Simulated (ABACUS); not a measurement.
Runs of ABACUS 3.10.1 on Ag2Au3. The cell holds a slab with vacuum, 5 atoms: a = 2.935 Å, b = 2.935 Å, c = 24.394 Å, α = 90.00°, β = 90.00°, γ = 120.00°. 

| level | gap on the mesh (eV) | largest force (eV/Å) | work function (eV) |
| --- | --- | --- | --- |
| TPSS | none | (a) | - |
| SOGGA | none | 0.17 | (b) |
| LDA | none | (c) | 5.00 |
| BLYP | none | 0.70 | 4.20 |
| PBEsol | none | 0.11 | - |

Alike in all rows: task single point; potentials or basis SG15 ONCV 1.2 PBE, DZP LCAO (the cutoffs set its grid); no spin polarisation; cell as given; k mesh 10 × 10 × 1; cutoff (eV) 1361; smearing fermi-dirac 0.05 eV.

Estimate the missing entries.

(a) 0.10; (b) 4.64; (c) 0.30.

Caveats: the atomic orbitals were generated for these runs and aren't a published set; the potentials were made for another functional, which shifts forces and pressure; the basis of atomic orbitals isn't converged, which shifts pressures, moduli and gaps; confined orbitals describe the vacuum poorly, which shifts work functions (some runs).

A k mesh can miss the band edges, and the runs leave out spin-orbit coupling on Ag, Au.

A gap of «none» marks a metal or a gap under the smearing width.

Runs at the PBE level aren't shown here.
